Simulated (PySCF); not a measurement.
# BF₃: NMR shieldings

Wanted: NMR shieldings for BF₃ (`FB(F)F`).

Computed with PySCF 2.14.0 and routines of our own; the level stands in each step. Atoms count from 0.

### 1 The starting structure

4 atoms, charge 0, multiplicity 1; geometry from: GFN2-xTB.

### 2 NMR shieldings: PBE/pcJ-1, spin–orbit

The job: settings as JSON, then the geometry in Å.

```
{"job": {"xc": "PBE", "basis": {"default": "pcJ-1"}, "rel": "so", "kind": "hnmr"}, "charge": 0, "multiplicity": 1}
F     -1.105591    -0.560885     0.700206
B      0.002599     0.001294     0.316704
F      1.144974    -0.474101     0.716906
F     -0.031747     1.038466    -0.467115
```

Method: PBE/pcJ-1 GIAO NMR shielding, X2C with spin-orbit coupling, screened-nuclear two-electron part, Gaussian nuclei, gas phase.

Started as:

```bash
$ OMP_NUM_THREADS=1 python heavy_run.py task.json out
```

This one command runs all jobs of the session in turn.

Standard output:

```text
spin-free SCF
coarse grid: 4344 points
cycle   1  E = -324.3839356202  dE =  4.826e-01  |g| = 7.691e-01  |ddm| = 1.801e+00
cycle   2  E = -324.2087600573  dE =  1.752e-01  |g| = 1.370e+00  |ddm| = 7.914e-01
cycle   3  E = -324.4672363695  dE = -2.585e-01  |g| = 1.881e-02  |ddm| = 5.101e-01
cycle   4  E = -324.4672910439  dE = -5.467e-05  |g| = 1.127e-02  |ddm| = 2.331e-02
cycle   5  E = -324.4673151616  dE = -2.412e-05  |g| = 1.688e-03  |ddm| = 7.263e-03
cycle   6  E = -324.4673153363  dE = -1.747e-07  |g| = 1.239e-03  |ddm| = 9.216e-04
final grid: 46024 points
cycle   7  E = -324.5166531028  dE = -2.643e-04  |g| = 2.805e-03  |ddm| = 1.649e-02
cycle   8  E = -324.5166529301  dE =  1.728e-07  |g| = 2.475e-03  |ddm| = 2.126e-03
cycle   9  E = -324.5166535208  dE = -5.908e-07  |g| = 1.513e-03  |ddm| = 1.555e-03
cycle  10  E = -324.5166538291  dE = -3.083e-07  |g| = 1.733e-04  |ddm| = 6.083e-04
cycle  11  E = -324.5166538343  dE = -5.238e-09  |g| = 3.312e-05  |ddm| = 1.238e-04
converged SCF energy = -324.5166538343
two-component SCF
cycle   1  E = -324.5166458556  dE = -3.245e+02  |FDS-SDF| = 2.741e-02
cycle   2  E = -324.5166738755  dE = -2.802e-05  |FDS-SDF| = 5.388e-05
cycle   3  E = -324.5166738748  dE =  7.591e-10  |FDS-SDF| = 9.157e-05
cycle   4  E = -324.5166738759  dE = -1.132e-09  |FDS-SDF| = 4.472e-06
converged, E = -324.5166738759

Field gradients (au) and densities at the nuclei (bohr^-3)
atom        Vxx        Vyy        Vzz        centre      nuclear mean
  0 F     -0.1956    -1.1583     1.3539        450.098        450.079
  1 B     -0.1150    -0.1151     0.2301         70.967         70.966
  2 F     -0.1953    -1.1580     1.3533        450.098        450.079
  3 F     -0.1954    -1.1580     1.3535        450.098        450.079

Core orbital energies (eV)
atom   shell        mean    spread

Shielding tensors (ppm)
atom      isotropic    diamagn.    paramagn.     s11        s22        s33       span
  0 F       295.92      465.70     -169.79     159.66     352.30     375.79     216.13
  1 B        87.66      194.98     -107.31      77.98      92.50      92.51      14.53
  2 F       295.94      465.69     -169.76     159.69     352.31     375.80     216.11
  3 F       295.95      466.04     -170.09     159.71     352.34     375.81     216.09
```

Wall time 10 s (1 thread of Intel Xeon Platinum 8259CL at 2.50GHz, shared host); peak memory 0.49 GiB.

Key values:

```
                       quantity      value
energy from spin-orbit coupling  0.0000 Eh
```

### 3 NMR shieldings: PBE/pcJ-1, spin–orbit

The job: settings as JSON, then the geometry in Å.

```
{"job": {"xc": "PBE", "basis": {"default": "pcJ-1"}, "rel": "so", "snso": false, "kind": "hnmr"}, "charge": 0, "multiplicity": 1}
F     -1.105591    -0.560885     0.700206
B      0.002599     0.001294     0.316704
F      1.144974    -0.474101     0.716906
F     -0.031747     1.038466    -0.467115
```

With the program's defaults for keys left out, this is: PBE/pcJ-1 GIAO NMR shielding, X2C with spin-orbit coupling, one-electron part alone, Gaussian nuclei, gas phase.

Standard output:

```text
spin-free SCF
coarse grid: 4344 points
cycle   1  E = -324.3839356202  dE =  4.826e-01  |g| = 7.691e-01  |ddm| = 1.801e+00
cycle   2  E = -324.2087600573  dE =  1.752e-01  |g| = 1.370e+00  |ddm| = 7.914e-01
cycle   3  E = -324.4672363695  dE = -2.585e-01  |g| = 1.881e-02  |ddm| = 5.101e-01
cycle   4  E = -324.4672910439  dE = -5.467e-05  |g| = 1.127e-02  |ddm| = 2.331e-02
cycle   5  E = -324.4673151616  dE = -2.412e-05  |g| = 1.688e-03  |ddm| = 7.263e-03
cycle   6  E = -324.4673153363  dE = -1.747e-07  |g| = 1.239e-03  |ddm| = 9.216e-04
final grid: 46024 points
cycle   7  E = -324.5166531028  dE = -2.643e-04  |g| = 2.805e-03  |ddm| = 1.649e-02
cycle   8  E = -324.5166529301  dE =  1.728e-07  |g| = 2.475e-03  |ddm| = 2.126e-03
cycle   9  E = -324.5166535208  dE = -5.908e-07  |g| = 1.513e-03  |ddm| = 1.555e-03
cycle  10  E = -324.5166538291  dE = -3.083e-07  |g| = 1.733e-04  |ddm| = 6.083e-04
cycle  11  E = -324.5166538343  dE = -5.238e-09  |g| = 3.312e-05  |ddm| = 1.238e-04
converged SCF energy = -324.5166538343
two-component SCF
cycle   1  E = -324.5166406527  dE = -3.245e+02  |FDS-SDF| = 3.524e-02
cycle   2  E = -324.5166871252  dE = -4.647e-05  |FDS-SDF| = 5.642e-05
cycle   3  E = -324.5166871244  dE =  7.864e-10  |FDS-SDF| = 9.366e-05
cycle   4  E = -324.5166871256  dE = -1.171e-09  |FDS-SDF| = 5.079e-06
converged, E = -324.5166871256

Field gradients (au) and densities at the nuclei (bohr^-3)
atom        Vxx        Vyy        Vzz        centre      nuclear mean
  0 F     -0.1956    -1.1583     1.3539        450.098        450.079
  1 B     -0.1150    -0.1151     0.2301         70.967         70.966
  2 F     -0.1953    -1.1580     1.3533        450.098        450.079
  3 F     -0.1954    -1.1580     1.3535        450.098        450.079

Core orbital energies (eV)
atom   shell        mean    spread

Shielding tensors (ppm)
atom      isotropic    diamagn.    paramagn.     s11        s22        s33       span
  0 F       296.02      465.71     -169.69     159.91     352.33     375.83     215.93
  1 B        87.80      194.98     -107.18      78.28      92.55      92.57      14.28
  2 F       296.04      465.70     -169.66     159.93     352.35     375.84     215.91
  3 F       296.06      466.05     -169.99     159.96     352.38     375.85     215.89
```

Run time: 10 s. Hardware: 1 thread of Intel Xeon Platinum 8259CL at 2.50GHz, shared host; peak memory 0.49 GiB.

From this job:

```
                       quantity      value
energy from spin-orbit coupling  0.0000 Eh
```

### 4 NMR shieldings: PBE/pcJ-1, spin-free

The job: settings as JSON, then the geometry in Å.

```
{"job": {"xc": "PBE", "basis": {"default": "pcJ-1"}, "rel": "sf", "kind": "hnmr"}, "charge": 0, "multiplicity": 1}
F     -1.105591    -0.560885     0.700206
B      0.002599     0.001294     0.316704
F      1.144974    -0.474101     0.716906
F     -0.031747     1.038466    -0.467115
```

With the program's defaults for keys left out, this is: PBE/pcJ-1 GIAO NMR shielding, spin-free X2C, Gaussian nuclei, gas phase.

Standard output:

```text
spin-free SCF
coarse grid: 4344 points
cycle   1  E = -324.3839356202  dE =  4.826e-01  |g| = 7.691e-01  |ddm| = 1.801e+00
cycle   2  E = -324.2087600573  dE =  1.752e-01  |g| = 1.370e+00  |ddm| = 7.914e-01
cycle   3  E = -324.4672363695  dE = -2.585e-01  |g| = 1.881e-02  |ddm| = 5.101e-01
cycle   4  E = -324.4672910439  dE = -5.467e-05  |g| = 1.127e-02  |ddm| = 2.331e-02
cycle   5  E = -324.4673151616  dE = -2.412e-05  |g| = 1.688e-03  |ddm| = 7.263e-03
cycle   6  E = -324.4673153363  dE = -1.747e-07  |g| = 1.239e-03  |ddm| = 9.216e-04
final grid: 46024 points
cycle   7  E = -324.5166531028  dE = -2.643e-04  |g| = 2.805e-03  |ddm| = 1.649e-02
cycle   8  E = -324.5166529301  dE =  1.728e-07  |g| = 2.475e-03  |ddm| = 2.126e-03
cycle   9  E = -324.5166535208  dE = -5.908e-07  |g| = 1.513e-03  |ddm| = 1.555e-03
cycle  10  E = -324.5166538291  dE = -3.083e-07  |g| = 1.733e-04  |ddm| = 6.083e-04
cycle  11  E = -324.5166538343  dE = -5.238e-09  |g| = 3.312e-05  |ddm| = 1.238e-04
converged SCF energy = -324.5166538343
check of the scalar solution
cycle   1  E = -324.5166538343  dE = -3.245e+02  |FDS-SDF| = 3.312e-05
cycle   2  E = -324.5166538341  dE =  2.083e-10  |FDS-SDF| = 5.035e-05
converged, E = -324.5166538341

Field gradients (au) and densities at the nuclei (bohr^-3)
atom        Vxx        Vyy        Vzz        centre      nuclear mean
  0 F     -0.1956    -1.1583     1.3539        450.098        450.079
  1 B     -0.1150    -0.1151     0.2301         70.966         70.966
  2 F     -0.1953    -1.1580     1.3533        450.098        450.079
  3 F     -0.1954    -1.1580     1.3535        450.098        450.079

Core orbital energies (eV)
atom   shell        mean    spread

Shielding tensors (ppm)
atom      isotropic    diamagn.    paramagn.     s11        s22        s33       span
  0 F       291.39      468.82     -177.43     154.65     348.03     371.49     216.84
  1 B        86.55      195.49     -108.94      76.33      91.65      91.66      15.34
  2 F       291.41      468.81     -177.40     154.68     348.05     371.50     216.82
  3 F       291.42      469.16     -177.73     154.70     348.07     371.50     216.80
```

Wall time 4.5 s (1 thread of Intel Xeon Platinum 8259CL at 2.50GHz, shared host); peak memory 0.49 GiB.

### 5 NMR shieldings: PBE/pcJ-1, spin-free

The job: settings as JSON, then the geometry in Å.

```
{"job": {"xc": "PBE", "basis": {"default": "pcJ-1"}, "rel": "sf", "two": true, "kind": "hnmr"}, "charge": 0, "multiplicity": 1}
F     -1.105591    -0.560885     0.700206
B      0.002599     0.001294     0.316704
F      1.144974    -0.474101     0.716906
F     -0.031747     1.038466    -0.467115
```

Method: PBE/pcJ-1 GIAO NMR shielding, X2C without spin-orbit coupling but with the spin-dependent field terms, Gaussian nuclei, gas phase.

Standard output:

```text
spin-free SCF
coarse grid: 4344 points
cycle   1  E = -324.3839356202  dE =  4.826e-01  |g| = 7.691e-01  |ddm| = 1.801e+00
cycle   2  E = -324.2087600573  dE =  1.752e-01  |g| = 1.370e+00  |ddm| = 7.914e-01
cycle   3  E = -324.4672363695  dE = -2.585e-01  |g| = 1.881e-02  |ddm| = 5.101e-01
cycle   4  E = -324.4672910439  dE = -5.467e-05  |g| = 1.127e-02  |ddm| = 2.331e-02
cycle   5  E = -324.4673151616  dE = -2.412e-05  |g| = 1.688e-03  |ddm| = 7.263e-03
cycle   6  E = -324.4673153363  dE = -1.747e-07  |g| = 1.239e-03  |ddm| = 9.216e-04
final grid: 46024 points
cycle   7  E = -324.5166531028  dE = -2.643e-04  |g| = 2.805e-03  |ddm| = 1.649e-02
cycle   8  E = -324.5166529301  dE =  1.728e-07  |g| = 2.475e-03  |ddm| = 2.126e-03
cycle   9  E = -324.5166535208  dE = -5.908e-07  |g| = 1.513e-03  |ddm| = 1.555e-03
cycle  10  E = -324.5166538291  dE = -3.083e-07  |g| = 1.733e-04  |ddm| = 6.083e-04
cycle  11  E = -324.5166538343  dE = -5.238e-09  |g| = 3.312e-05  |ddm| = 1.238e-04
converged SCF energy = -324.5166538343
two-component SCF
cycle   1  E = -324.5166538343  dE = -3.245e+02  |FDS-SDF| = 3.312e-05
cycle   2  E = -324.5166538341  dE =  2.076e-10  |FDS-SDF| = 5.035e-05
converged, E = -324.5166538341

Field gradients (au) and densities at the nuclei (bohr^-3)
atom        Vxx        Vyy        Vzz        centre      nuclear mean
  0 F     -0.1956    -1.1583     1.3539        450.098        450.079
  1 B     -0.1150    -0.1151     0.2301         70.966         70.966
  2 F     -0.1953    -1.1580     1.3533        450.098        450.079
  3 F     -0.1954    -1.1580     1.3535        450.098        450.079

Core orbital energies (eV)
atom   shell        mean    spread

Shielding tensors (ppm)
atom      isotropic    diamagn.    paramagn.     s11        s22        s33       span
  0 F       295.69      465.68     -169.99     159.03     352.18     375.85     216.82
  1 B        87.23      195.02     -107.79      77.03      92.32      92.33      15.30
  2 F       295.71      465.67     -169.96     159.06     352.20     375.87     216.80
  3 F       295.73      466.01     -170.29     159.08     352.22     375.87     216.79
```

Run time: 6.9 s. Hardware: 1 thread of Intel Xeon Platinum 8259CL at 2.50GHz, shared host; peak memory 0.49 GiB.

### 6 NMR shieldings: PBE/pcJ-1, non-relativistic

The job: settings as JSON, then the geometry in Å.

```
{"job": {"xc": "PBE", "basis": {"default": "pcJ-1"}, "rel": "nr", "kind": "hnmr"}, "charge": 0, "multiplicity": 1}
F     -1.105591    -0.560885     0.700206
B      0.002599     0.001294     0.316704
F      1.144974    -0.474101     0.716906
F     -0.031747     1.038466    -0.467115
```

Level: PBE/pcJ-1 GIAO NMR shielding, non-relativistic, Gaussian nuclei, gas phase.

Standard output:

```text
non-relativistic SCF
coarse grid: 4344 points
cycle   1  E = -324.1180201281  dE =  4.791e-01  |g| = 7.452e-01  |ddm| = 1.802e+00
cycle   2  E = -323.9526252073  dE =  1.654e-01  |g| = 1.332e+00  |ddm| = 7.718e-01
cycle   3  E = -324.1971668146  dE = -2.445e-01  |g| = 1.808e-02  |ddm| = 4.944e-01
cycle   4  E = -324.1972082662  dE = -4.145e-05  |g| = 1.070e-02  |ddm| = 2.111e-02
cycle   5  E = -324.1972303616  dE = -2.210e-05  |g| = 1.626e-03  |ddm| = 7.047e-03
cycle   6  E = -324.1972305193  dE = -1.578e-07  |g| = 1.196e-03  |ddm| = 8.888e-04
final grid: 46024 points
cycle   7  E = -324.2446651839  dE = -2.600e-04  |g| = 2.752e-03  |ddm| = 1.648e-02
cycle   8  E = -324.2446650694  dE =  1.145e-07  |g| = 2.322e-03  |ddm| = 2.073e-03
cycle   9  E = -324.2446655660  dE = -4.966e-07  |g| = 1.525e-03  |ddm| = 1.519e-03
cycle  10  E = -324.2446658776  dE = -3.116e-07  |g| = 1.737e-04  |ddm| = 6.040e-04
cycle  11  E = -324.2446658828  dE = -5.162e-09  |g| = 5.562e-05  |ddm| = 1.286e-04
converged SCF energy = -324.2446658828
check of the scalar solution
cycle   1  E = -324.2446658828  dE = -3.242e+02  |FDS-SDF| = 5.562e-05
cycle   2  E = -324.2446658820  dE =  7.830e-10  |FDS-SDF| = 9.370e-05
cycle   3  E = -324.2446658832  dE = -1.201e-09  |FDS-SDF| = 5.409e-06
converged, E = -324.2446658832

Field gradients (au) and densities at the nuclei (bohr^-3)
atom        Vxx        Vyy        Vzz        centre      nuclear mean
  0 F     -0.1939    -1.1556     1.3495        445.307        445.281
  1 B     -0.1151    -0.1151     0.2302         70.743         70.743
  2 F     -0.1936    -1.1553     1.3489        445.307        445.281
  3 F     -0.1937    -1.1553     1.3490        445.307        445.281

Core orbital energies (eV)
atom   shell        mean    spread

Shielding tensors (ppm)
atom      isotropic    diamagn.    paramagn.     s11        s22        s33       span
  0 F       291.50      468.69     -177.19     155.03     347.79     371.67     216.64
  1 B        86.61      195.46     -108.85      76.41      91.71      91.72      15.31
  2 F       291.52      468.67     -177.16     155.06     347.81     371.68     216.62
  3 F       291.54      469.02     -177.49     155.08     347.84     371.69     216.60
```

Run time: 3.9 s. Hardware: 1 thread of Intel Xeon Platinum 8259CL at 2.50GHz, shared host; peak memory 0.49 GiB.

### 7 NMR shieldings: GIAO PBE/pcJ-1, non-relativistic

The job: settings as JSON, then the geometry in Å.

```
{"job": {"xc": "PBE", "basis": {"default": "pcJ-1"}, "rel": "ecp", "pop": false, "kind": "hnmr"}, "charge": 0, "multiplicity": 1}
F     -1.105591    -0.560885     0.700206
B      0.002599     0.001294     0.316704
F      1.144974    -0.474101     0.716906
F     -0.031747     1.038466    -0.467115
```

Method: GIAO PBE/pcJ-1 NMR shielding, scalar-relativistic core potentials on the heavy atoms, no spin-orbit coupling, gas phase.

Standard output:

```text
coarse grid: 4344 points
cycle   1  E = -324.1180918081  dE =  4.791e-01  |g| = 7.452e-01  |ddm| = 1.802e+00
cycle   2  E = -323.9526964157  dE =  1.654e-01  |g| = 1.332e+00  |ddm| = 7.718e-01
cycle   3  E = -324.1972386979  dE = -2.445e-01  |g| = 1.808e-02  |ddm| = 4.944e-01
cycle   4  E = -324.1972801501  dE = -4.145e-05  |g| = 1.070e-02  |ddm| = 2.111e-02
cycle   5  E = -324.1973022456  dE = -2.210e-05  |g| = 1.626e-03  |ddm| = 7.047e-03
cycle   6  E = -324.1973024034  dE = -1.578e-07  |g| = 1.196e-03  |ddm| = 8.888e-04
final grid: 46024 points
cycle   7  E = -324.2447372837  dE = -2.600e-04  |g| = 2.752e-03  |ddm| = 1.648e-02
cycle   8  E = -324.2447371692  dE =  1.145e-07  |g| = 2.322e-03  |ddm| = 2.073e-03
cycle   9  E = -324.2447376659  dE = -4.966e-07  |g| = 1.525e-03  |ddm| = 1.519e-03
cycle  10  E = -324.2447379775  dE = -3.116e-07  |g| = 1.737e-04  |ddm| = 6.040e-04
cycle  11  E = -324.2447379826  dE = -5.162e-09  |g| = 5.562e-05  |ddm| = 1.286e-04
cycle  12  E = -324.2447379830  dE = -3.386e-10  |g| = 2.518e-05  |ddm| = 2.894e-05
converged SCF energy = -324.2447379830

GIAO shielding tensors (ppm)
atom      isotropic    diamagn.    paramagn.     s11        s22        s33       span
  0 F      291.498     468.686    -177.188    155.031    347.794    371.669    216.638
  1 B       86.613     195.461    -108.847     76.408     91.709     91.723     15.314
  2 F      291.518     468.675    -177.158    155.060    347.812    371.681    216.622
  3 F      291.536     469.025    -177.489    155.083    347.841    371.685    216.602
```

It took 5.4 s on 1 thread of Intel Xeon Platinum 8259CL at 2.50GHz, shared host; peak memory 0.49 GiB.

No atom here is heavy enough for this basis to carry a core potential, so the run is all-electron and non-relativistic.

### 8 Shieldings side by side

```
                                                         run     F3     F0     F2    B1   time
                               step 2, PBE/pcJ-1, spin–orbit  296.0  295.9  295.9  87.7   10 s
     step 3, PBE/pcJ-1, spin–orbit (one-electron part alone)  296.1  296.0  296.0  87.8   10 s
                                step 4, PBE/pcJ-1, spin-free  291.4  291.4  291.4  86.5  4.5 s
step 5, PBE/pcJ-1, spin-free with spin-dependent field terms  295.7  295.7  295.7  87.2  6.9 s
                         step 6, PBE/pcJ-1, non-relativistic  291.5  291.5  291.5  86.6  3.9 s
                    step 7, GIAO PBE/pcJ-1, non-relativistic  291.5  291.5  291.5  86.6  5.4 s
```

### 9 What came out

| quantity | value |
| --- | --- |
| energy from spin-orbit coupling (step 2, PBE/pcJ-1, spin–orbit) | 0.0000 Eh |
| shieldings (step 2, PBE/pcJ-1, spin–orbit) | F0 295.9, B1 87.7, F2 295.9, F3 296.0 ppm |
| energy from spin-orbit coupling (step 3, PBE/pcJ-1, spin–orbit (one-electron part alone)) | 0.0000 Eh |
| shieldings (step 3, PBE/pcJ-1, spin–orbit (one-electron part alone)) | F0 296.0, B1 87.8, F2 296.0, F3 296.1 ppm |
| shieldings (step 4, PBE/pcJ-1, spin-free) | F0 291.4, B1 86.5, F2 291.4, F3 291.4 ppm |
| shieldings (step 5, PBE/pcJ-1, spin-free with spin-dependent field terms) | F0 295.7, B1 87.2, F2 295.7, F3 295.7 ppm |
| shieldings (step 6, PBE/pcJ-1, non-relativistic) | F0 291.5, B1 86.6, F2 291.5, F3 291.5 ppm |
| shieldings (step 7, GIAO PBE/pcJ-1, non-relativistic) | F0 291.5, B1 86.6, F2 291.5, F3 291.5 ppm |

F3 (with its equivalent atoms) moves most between the runs, by 5 ppm; the labels say what changes from run to run.
